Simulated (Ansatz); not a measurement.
# O: the cost of one run

Method: DFT r2SCAN, scalar-relativistic, plane waves, PAW, in Ansatz 0.2.0.

1 further run of the same task is left out (it didn't finish).

**1. The starting structure**

The structure is cubic, space group Fd-3m (No. 227). Conventional cell: a = 4.342 Å, b = 4.342 Å, c = 4.342 Å, α = 90.00°, β = 90.00°, γ = 90.00°. O (site symmetry -43m) is surrounded by 4 O at 1.88 Å.

Coordinates:

```xyz
2
Lattice="0.0000 2.1709 2.1709 2.1709 0.0000 2.1709 2.1709 2.1709 0.0000" Properties=species:S:1:pos:R:3 pbc="T T T"
O     1.0854    1.0854    1.0854
O     0.0000    0.0000    0.0000
```

The structure comes from the Materials Project (structure only).

**2. A first look at the start**

The input, input.yaml:

```yaml
crystal:
  lattice:
    - [0.0, 2.17085644, 2.17085644]
    - [2.17085644, 0.0, 2.17085644]
    - [2.17085644, 2.17085644, 0.0]
  atoms:
    - { symbol: O, position: [0.25, 0.25, 0.25] }
    - { symbol: O, position: [0.0, 0.0, 0.0] }
basis:
  ecutwfc: 500
kpoints:
  mp_grid: { grid: [8, 8, 8] }
hamiltonian:
  xc: r2scan
scf:
  occupations: { method: gaussian, width: 0.1 }
output:
  forces: true
  stress: true
  eigenvalues: true
```

The run is started by

```bash
ansatz run input.yaml --threads 1 --pin off --max-ram 1228MiB --backend cpu --events-out ev --progress --plain --runs-dir out
```

Q: Estimate wall time and peak memory on 1 thread of an Arm CPU, shared host.

About 1.3 s, with a peak of 0.3 GiB.
